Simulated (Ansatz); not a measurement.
# C2H7In: search for a transition state, part 2 of 2

Ansatz 0.2.0, Gaussian basis; PBE0-D4.

### Step 6. Vibrations at the point found

vib/in.yaml

```yaml
crystal:
  periodic: [false, false, false]
  atoms:
    - {symbol: In, position_ang: [-0.306051, 0.078445, 0.321698]}
    - {symbol: H, position_ang: [-0.748741, -0.276292, -1.751328]}
    - {symbol: C, position_ang: [-0.478476, 1.865946, -0.701701]}
    - {symbol: H, position_ang: [-0.403123, 0.645740, -1.671975]}
    - {symbol: C, position_ang: [0.742636, -1.564650, 1.191874]}
    - {symbol: H, position_ang: [-1.508081, 1.992008, -1.050334]}
    - {symbol: H, position_ang: [-0.071551, 2.812847, -0.337174]}
    - {symbol: H, position_ang: [0.039372, -2.353389, 1.458389]}
    - {symbol: H, position_ang: [1.283908, -1.247283, 2.083658]}
    - {symbol: H, position_ang: [1.449908, -1.953272, 0.456994]}
basis:
  gaussian: {orbitals: def2-TZVP}
hamiltonian: {xc: pbe0, dispersion: d4}
phonons: {temperatures: {t_min: 298.15, t_max: 900, t_step: 200}}
```

Run with:

```bash
ansatz run in.yaml --threads 4 --pin off --events-out ev --progress --plain --max-ram 9574MiB
```

The program printed, cut to the lines that bear on the results:

```text
Functional definition: PBE0
  name "PBE0"
  cite "Adamo & Barone, J. Chem. Phys. 110, 6158 (1999) doi:10.1063/1.478522"
  cite "Perdew, Burke & Ernzerhof, Phys. Rev. Lett. 77, 3865 (1996) doi:10.1103/PhysRevLett.77.3865"
  parent pbe
[...]
1149 factors; their error is unknown
[...]
mean field -7356.37949515 eV, -270.3419601138 hartree, gradient 1.6e-5 eV, S^2 0.000000; 0 other end points of the search recorded, 0 dependent functions left out
[...]
reference -7356.37953543 eV, -270.3419615939 hartree; 20, 20 occupied and 134, 134 virtual orbitals, 1149 factors
[... from here to the last solve, the lines of the solves are left out (59 solves) ...]
1149 factors; their error is unknown
mean field -7356.37943692 eV, -270.3419579737 hartree, gradient 8.3e-7 eV, S^2 0.000000; 0 other end points of the search recorded, 0 dependent functions left out
[...]
reference -7356.37947719 eV, -270.3419594537 hartree; 20, 20 occupied and 134, 134 virtual orbitals, 1149 factors
[...]
WARN: phonons: modes at or below zero, which the zero-point energy, F, S and C_V leave out: 1, the lowest at -1443.43 cm⁻¹. A minimum has none, and a first-order saddle one
[...]
Atom 2 at    -0.478476     1.865946    -0.701701 Å, force     0.006315     0.000769     0.004419 eV/Å
Atom 3 at    -0.403123     0.645740    -1.671975 Å, force    -0.001345    -0.000363     0.000751 eV/Å
Atom 4 at     0.742636    -1.564650     1.191874 Å, force    -0.000541    -0.001696    -0.002284 eV/Å
Atom 5 at    -1.508081     1.992008    -1.050334 Å, force    -0.004337    -0.000291    -0.004106 eV/Å
Atom 6 at    -0.071551     2.812847    -0.337174 Å, force    -0.000772    -0.000601     0.000103 eV/Å
Atom 7 at     0.039372    -2.353389     1.458389 Å, force    -0.001728     0.000409     0.001345 eV/Å
Atom 8 at     1.283908    -1.247283     2.083658 Å, force     0.000727     0.001717    -0.000390 eV/Å
Atom 9 at     1.449908    -1.953272     0.456994 Å, force     0.001535    -0.000080    -0.000334 eV/Å
Dipole moment:     0.108312    -0.248451     0.503937 e Å
Vibrations: -1443.43 45.91 105.23 166.22 478.21 570.72 591.69 626.75 700.41 717.33 763.32 865.88 1190.23 1271.93 1410.06 1440.91 1448.23 1502.32 1652.59 3055.78 3061.93 3147.24 3158.86 3166.40 cm⁻¹, zero-point energy 1.930320 eV
```

It took 83 s on 4 threads of Arm Neoverse V2, shared host.

Wavenumbers and character of the modes:

| mode | wavenumber (cm⁻¹) | character |
| --- | --- | --- |
| 1 | 1443i | changes H2–H4, C3–H4 |
| 2 | 46 | torsion |
| 3 | 105 | bend |
| 4 | 166 | torsion |
| 5 | 478 | In–C stretch |
| 6 | 571 | mixed, led by In–C stretch |
| 7 | 592 | torsion with bend |
| 8 | 627 | In–C stretch with bend |
| 9 | 700 | bend with torsion |
| 10 | 717 | bend |
| 11 | 763 | bend with torsion |
| 12 | 866 | torsion with bend |
| 13 | 1190 | bend |
| 14 | 1272 | bend |
| 15 | 1410 | bend |
| 16 | 1441 | bend |
| 17 | 1448 | bend |
| 18 | 1502 | In–H stretch |
| 19 | 1653 | bend with In–H stretch |
| 20 | 3056 | C–H stretch |
| 21 | 3062 | C–H stretch |
| 22 | 3147 | C–H stretch |
| 23 | 3159 | C–H stretch |
| 24 | 3166 | C–H stretch |

Vibrational sums (real modes only):

| T (K) | entropy (J/mol/K) | heat capacity (J/mol/K) |
| --- | --- | --- |
| 298 | 58.7 | 58.1 |
| 498 | 96.9 | 91.5 |
| 698 | 131.7 | 114.5 |
| 898 | 162.6 | 131.0 |

Modes under 50 cm⁻¹ weigh heavily in the entropy, and the harmonic picture is poor for them.

### Step 7. Relaxing after a step of 0.30 Å one way along the mode

downa/in.yaml

```yaml
crystal:
  periodic: [false, false, false]
  atoms:
    - {symbol: In, position_ang: [-0.277443, 0.167472, 0.412130]}
    - {symbol: H, position_ang: [-0.721497, -0.193714, -1.837813]}
    - {symbol: C, position_ang: [-0.458027, 1.910944, -0.628414]}
    - {symbol: H, position_ang: [-0.482505, 0.381488, -1.789742]}
    - {symbol: C, position_ang: [0.739001, -1.560183, 1.181591]}
    - {symbol: H, position_ang: [-1.473877, 1.987233, -1.066468]}
    - {symbol: H, position_ang: [-0.094975, 2.856576, -0.262298]}
    - {symbol: H, position_ang: [0.035910, -2.346657, 1.462007]}
    - {symbol: H, position_ang: [1.285894, -1.249292, 2.076546]}
    - {symbol: H, position_ang: [1.447319, -1.953767, 0.452562]}
basis:
  gaussian: {orbitals: def2-TZVP}
hamiltonian: {xc: pbe0, dispersion: d4}
relax: {f_tol: 0.005, max_steps: 200}
```

Run with:

```bash
ansatz run in.yaml --threads 4 --pin off --events-out ev --progress --plain --max-ram 9574MiB
```

The program printed, cut to the lines that bear on the results:

```text
[... 5 set-up lines as earlier in the session ...]
[...]
1149 factors; their error is unknown
[...]
mean field -7356.08092811 eV, -270.3309879774 hartree, gradient 2.5e-5 eV, S^2 0.000000; 0 other end points of the search recorded, 0 dependent functions left out
[...]
reference -7356.08096971 eV, -270.3309895061 hartree; 20, 20 occupied and 134, 134 virtual orbitals, 1149 factors
relax step   1: F+E_penalty+E_count = -7356.21606614 eV  Δ(F+E_penalty+E_count) = +0.000e0 eV  max|allowed force component| = 7.462e0 eV/Å  Δτ_max = 0.0000 Å  (30 SCF iters, accepted)
[...]
Atom 0 at    -0.104360     0.401083     0.500719 Å, force     0.000330    -0.002255     0.000370 eV/Å
Atom 1 at    -0.890847    -0.846899    -2.018921 Å, force     0.001072     0.001650    -0.000437 eV/Å
Atom 2 at    -0.361731     2.158974    -0.366833 Å, force     0.001433    -0.001149     0.000318 eV/Å
Atom 3 at    -0.517117    -0.214076    -2.172926 Å, force    -0.001019    -0.001538     0.000350 eV/Å
Atom 4 at     0.726998    -1.443949     1.131561 Å, force    -0.000925     0.001225     0.000073 eV/Å
Atom 5 at    -1.164549     2.204459    -1.101395 Å, force    -0.000421     0.000622     0.000026 eV/Å
Atom 6 at    -0.318039     3.032527     0.281257 Å, force    -0.000691     0.000515    -0.000175 eV/Å
Atom 7 at    -0.063588    -2.163724     1.342203 Å, force     0.000014     0.000421    -0.000120 eV/Å
Atom 8 at     1.305568    -1.284333     2.043289 Å, force     0.000348     0.000335    -0.000175 eV/Å
Atom 9 at     1.387465    -1.843963     0.361149 Å, force    -0.000141     0.000173    -0.000231 eV/Å
Dipole moment:     0.058800    -0.581952     0.253044 e Å
```

Run time: 29 s. Hardware: 4 threads of Arm Neoverse V2, shared host.

Step by step:

| step | energy from step 1 (eV) | largest force component (eV/Å) |
| --- | --- | --- |
| 1 | 0.0000 | 7.4622 |
| 2 | -0.7468 | 1.2826 |
| 3 | -0.9148 | 0.4452 |
| 4 | -0.9781 | 0.4267 |
| 5 | -0.9978 | 0.8139 |
| 6 | -1.0153 | 0.3598 |
| 7 | -1.0238 | 0.1787 |
| 8 | -1.0253 | 0.1178 |
| 9 | -1.0261 | 0.0604 |
| 10 | -1.0263 | 0.0160 |
| 11 | -1.0263 | 0.0198 |
| 12 | -1.0264 | 0.0031 |
| 13 | -1.0264 | 0.0092 |
| 14 | -1.0264 | 0.0053 |
| 15 | -1.0264 | 0.0023 |

Close pairs (by a distance rule), those that changed most:

| bond | before (Å) | after (Å) | change (Å) |
| --- | --- | --- | --- |
| In1–H4 | 2.222 | 2.774 | +0.553 |
| H2–H4 | 0.625 | 0.751 | +0.126 |
| In1–C3 | 2.038 | 1.977 | -0.061 |
| In1–C5 | 2.147 | 2.120 | -0.027 |
| C3–H6 | 1.109 | 1.089 | -0.020 |
| C3–H7 | 1.077 | 1.089 | +0.012 |
| C5–H9 | 1.094 | 1.092 | -0.002 |
| C5–H8 | 1.092 | 1.090 | -0.002 |

### Step 8. Relaxing after a step of 0.30 Å the other way along the mode

downb/in.yaml

```yaml
crystal:
  periodic: [false, false, false]
  atoms:
    - {symbol: In, position_ang: [-0.334660, -0.010582, 0.231267]}
    - {symbol: H, position_ang: [-0.775986, -0.358870, -1.664843]}
    - {symbol: C, position_ang: [-0.498925, 1.820947, -0.774989]}
    - {symbol: H, position_ang: [-0.323741, 0.909993, -1.554209]}
    - {symbol: C, position_ang: [0.746272, -1.569118, 1.202156]}
    - {symbol: H, position_ang: [-1.542285, 1.996784, -1.034200]}
    - {symbol: H, position_ang: [-0.048128, 2.769118, -0.412049]}
    - {symbol: H, position_ang: [0.042833, -2.360121, 1.454771]}
    - {symbol: H, position_ang: [1.281923, -1.245273, 2.090769]}
    - {symbol: H, position_ang: [1.452497, -1.952777, 0.461426]}
basis:
  gaussian: {orbitals: def2-TZVP}
hamiltonian: {xc: pbe0, dispersion: d4}
relax: {f_tol: 0.005, max_steps: 200}
```

Run with:

```bash
ansatz run in.yaml --threads 4 --pin off --events-out ev --progress --plain --max-ram 9574MiB
```

The program printed, cut to the lines that bear on the results:

```text
[... 5 set-up lines as earlier in the session ...]
[...]
1149 factors; their error is unknown
[...]
mean field -7357.14276492 eV, -270.3700097605 hartree, gradient 1.4e-5 eV, S^2 0.000000; 0 other end points of the search recorded, 0 dependent functions left out
[...]
reference -7357.14280572 eV, -270.3700112598 hartree; 20, 20 occupied and 134, 134 virtual orbitals, 1149 factors
relax step   1: F+E_penalty+E_count = -7357.26596223 eV  Δ(F+E_penalty+E_count) = +0.000e0 eV  max|allowed force component| = 2.740e0 eV/Å  Δτ_max = 0.0000 Å  (28 SCF iters, accepted)
[...]
Atom 0 at    -0.406149    -0.440035    -0.497700 Å, force    -0.001226    -0.001042    -0.001466 eV/Å
Atom 1 at    -1.297231    -1.418164    -1.623422 Å, force     0.000759     0.000477     0.000315 eV/Å
Atom 2 at    -0.415035     1.705825    -0.728393 Å, force     0.000191     0.002794     0.001790 eV/Å
Atom 3 at    -0.048137     1.977037    -1.720946 Å, force    -0.000275    -0.000170    -0.000165 eV/Å
Atom 4 at     0.697616    -1.392059     1.093758 Å, force     0.003552     0.001173     0.001542 eV/Å
Atom 5 at    -1.436727     2.083831    -0.643758 Å, force     0.000635    -0.000637    -0.000280 eV/Å
Atom 6 at     0.204152     2.196327     0.023096 Å, force    -0.000746    -0.001161    -0.001204 eV/Å
Atom 7 at     0.106169    -2.186669     1.552109 Å, force    -0.000485    -0.000104     0.000315 eV/Å
Atom 8 at     0.993111    -0.676297     1.861552 Å, force    -0.000778    -0.000951    -0.000813 eV/Å
Atom 9 at     1.602030    -1.849696     0.683801 Å, force    -0.001629    -0.000380    -0.000034 eV/Å
Dipole moment:     0.063657     0.068247     0.077958 e Å
```

It took 24 s on 4 threads of Arm Neoverse V2, shared host.

The steps of the relaxation: (the energy doesn't fall at every step)

| step | energy from step 1 (eV) | largest force component (eV/Å) |
| --- | --- | --- |
| 1 | 0.0000 | 2.7404 |
| 2 | -0.8073 | 2.7192 |
| 3 | -1.3732 | 1.5981 |
| 4 | -1.7873 | 0.8263 |
| 5 | -2.0385 | 0.5935 |
| 6 | -2.2017 | 0.4613 |
| 7 | -2.3338 | 0.1932 |
| 8 | -2.3837 | 0.0780 |
| 9 | -2.3290 | 0.3848 |
| 10 | -2.3897 | 0.0197 |
| 11 | -2.3900 | 0.0057 |
| 12 | -2.3900 | 0.0036 |

Close pairs (by a distance rule), those that changed most:

| bond | before (Å) | after (Å) | change (Å) |
| --- | --- | --- | --- |
| In1–H4 | 2.009 | 2.733 | +0.724 |
| In1–H2 | 1.978 | 1.737 | -0.240 |
| C3–H4 | 1.211 | 1.092 | -0.119 |
| In1–C3 | 2.096 | 2.158 | +0.062 |
| In1–C5 | 2.131 | 2.158 | +0.027 |
| C3–H7 | 1.111 | 1.090 | -0.021 |
| C5–H9 | 1.087 | 1.090 | +0.004 |
| C3–H6 | 1.089 | 1.093 | +0.003 |

### Step 9. What the saddle joins

| pair | start side (Å) | saddle (Å) | end side (Å) |
| --- | --- | --- | --- |
| H2–H4 | 3.619 | 0.988 | 0.751 |
| In1–H2 | 1.737 | 2.149 | 2.920 |
| C3–H4 | 1.092 | 1.561 | 2.986 |

### Step 10. What came out

What follows sums up all 2 parts.

```
                       quantity                                      value
                 imaginary mode                                 1443i cm⁻¹
    barrier from the start side                                   3.143 eV
      barrier from the end side                                   0.729 eV
             energy of the step                                  +2.413 eV
              pairs that change  H2–H4 formed, In1–H2 broken, C3–H4 broken
zero-point energy at the saddle                                   1.930 eV
```

In words: The point has a single imaginary mode (1443i cm⁻¹), as a transition state must. The two relaxations end on the structures that were planned. At PBE0-D4/def2-TZVP the electronic barrier is 3.143 eV, about 122 kT at 298 K, and the step runs 2.413 eV uphill. The barrier is thin enough for tunnelling; the leading (Wigner) term alone is a factor of 3.0 at 298 K. A step off the saddle overshot and began above it in energy, so the link to its end is likely but not proven. The ends are the nearest minima, not always the lowest complexes.
